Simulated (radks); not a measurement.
# Fractional charge and spin in the 6p shell of bismuth

The task here is to estimate one member of a computed series from the others.

Method: scalar-relativistic Kohn-Sham, PBE, spin-polarised, spherical densities, finite nucleus. Code: radks (a radial shooting solver on a logarithmic mesh, Libxc functionals) version 1.

### The atom as given

- element: bismuth (Z = 83)
- configuration: [Hg] 6p(up 1, down 1)
- nuclear rms radius: 5.5211 fm

A shell typed twice in an input gives spin up, then spin down.

The first run:

Settings of this run:

```text
Z 83
configuration [Hg] 6p1 6p1
relativity scalar-relativistic
functional pbe,pbe
spin polarised
nucleus finite rms 5.5211 fm
c 137.035999084
```

Among the steps run: 6p: up 1, down 1.

One table of the session follows, with a row left open; its other results are not shown here.

It belongs to the step «6p: up 1, down 1». Sizes of the orbitals, from the radial functions (bohr):

| level | <r> | outermost maximum (interpolated) | 90 % within | nodes |
| --- | --- | --- | --- | --- |
| 4p | 0.4026 | 0.376 | 0.583 | 2 |
| 4d | 0.4225 | 0.381 | 0.628 | 1 |
| 5s | 0.8312 | 0.771 | 1.18 | 4 |
| 4f | 0.4410 | 0.342 | 0.698 | 0 |
| 5p | 0.9481 | 0.860 | 1.36 | 3 |
| 5d | ? | ? | ? | ? |
| 6s | 2.123 | 1.86 | 3.08 | 5 |
| 6p | 2.800 | 2.37 | 4.15 | 4 |

Q: Estimate the row for 5d from the others.

As computed: <r>: 1.231; outermost maximum (interpolated): 1.03; 90 % within: 1.85; nodes: 2. In the column «<r>» it lies between 5p (0.9481) and 6s (2.123).
